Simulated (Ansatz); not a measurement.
# C₂H₆OSeSi: up Jacob's ladder to CCSD(T)

The task here is to estimate one member of a computed series from the others.

Method: functionals in def2-TZVPP, the program's frozen cores in correlated methods; program: Ansatz 0.2.0, Gaussian basis.

Plan: PBE-D4, r2SCAN-D4, PBE0-D4, B3LYP-D4, ωB97X-V, ωB97M-V, B2PLYP; CCSD(T)/def2-TZVPP; MP2/def2-QZVPP; extrapolation to the limit.

**The geometry**

All runs share one geometry, relaxed beforehand with PBE0-D4 in a triple-zeta def2 set.

SMILES `C=C[Se][SiH2]O`, 11 atoms, charge 0, spin multiplicity 1.

Atoms are counted from 1 here; the program's logs count them from 0.

Bond lengths: C1–C2 1.325 Å, C1–H6 1.084 Å, C1–H7 1.085 Å, C2–Se3 1.907 Å, C2–H8 1.085 Å, Se3–Si4 2.270 Å, Si4–O5 1.646 Å, Si4–H9 1.478 Å, Si4–H10 1.486 Å, O5–H11 0.959 Å. Angles: C2–C1–H6 123.1°, C2–C1–H7 119.7°, H6–C1–H7 117.2°, C1–C2–Se3 127.6°, C1–C2–H8 121.1°, Se3–C2–H8 111.4°, C2–Se3–Si4 99.3°, Se3–Si4–O5 114.4°, Se3–Si4–H9 110.3°, Se3–Si4–H10 102.9°, O5–Si4–H9 104.7°, O5–Si4–H10 112.1°, H9–Si4–H10 112.6°, Si4–O5–H11 117.0°.

Set-up of the first run:

Contents of in.yaml:

```yaml
crystal:
  periodic: [false, false, false]
  atoms:
    - {symbol: C, position_ang: [0.100602, 1.357479, 1.142197]}
    - {symbol: C, position_ang: [-0.620888, 0.334764, 1.576649]}
    - {symbol: Se, position_ang: [-0.732566, -1.412886, 0.821651]}
    - {symbol: Si, position_ang: [-0.187019, -0.921458, -1.326831]}
    - {symbol: O, position_ang: [1.374973, -0.449339, -1.541688]}
    - {symbol: H, position_ang: [0.755173, 1.297096, 0.280101]}
    - {symbol: H, position_ang: [0.052069, 2.308327, 1.662189]}
    - {symbol: H, position_ang: [-1.247623, 0.425521, 2.457721]}
    - {symbol: H, position_ang: [-0.994136, 0.217268, -1.812004]}
    - {symbol: H, position_ang: [-0.492187, -2.185844, -2.044735]}
    - {symbol: H, position_ang: [2.056801, -1.027926, -1.194651]}
basis:
  gaussian: {orbitals: def2-TZVPP}
hamiltonian: {xc: pbe, dispersion: d4}
output: {forces: true, orbitals: {seedname: orbitals}}
```

The run is started by

```
ansatz run in.yaml --threads 4 --pin off --events-out ev --progress --plain --max-ram 10444MiB
```

Among the steps run: PBE-D4 (GGA); r2SCAN-D4 (meta-GGA); PBE0-D4 (hybrid); B3LYP-D4 (hybrid); ωB97X-V (range-separated); ωB97M-V (range-separated); B2PLYP (double hybrid); CCSD(T) in def2-TZVPP; MP2 in def2-QZVPP.

One table of the session follows, with a row left open; its other results are not shown here.

```
            method  atomisation energy (kJ/mol)
            PBE-D4                       4126.7
         r2SCAN-D4                       4068.4
           PBE0-D4                       4051.0
          B3LYP-D4                       4049.3
           ωB97X-V                       4061.5
           ωB97M-V                       4055.9
            B2PLYP                       4006.5
     HF/def2-TZVPP                       2922.3
    MP2/def2-TZVPP                       4023.0
   CCSD/def2-TZVPP                       3887.3
CCSD(T)/def2-TZVPP                       3954.8
           MP2/CBS                       4138.7
       CCSD(T)/CBS                            ?
```

**Question.** Estimate the row for CCSD(T)/CBS.

**Answer.** atomisation energy (kJ/mol): 4070.4. In the column «atomisation energy (kJ/mol)» it lies between r2SCAN-D4 (4068.4) and PBE-D4 (4126.7).
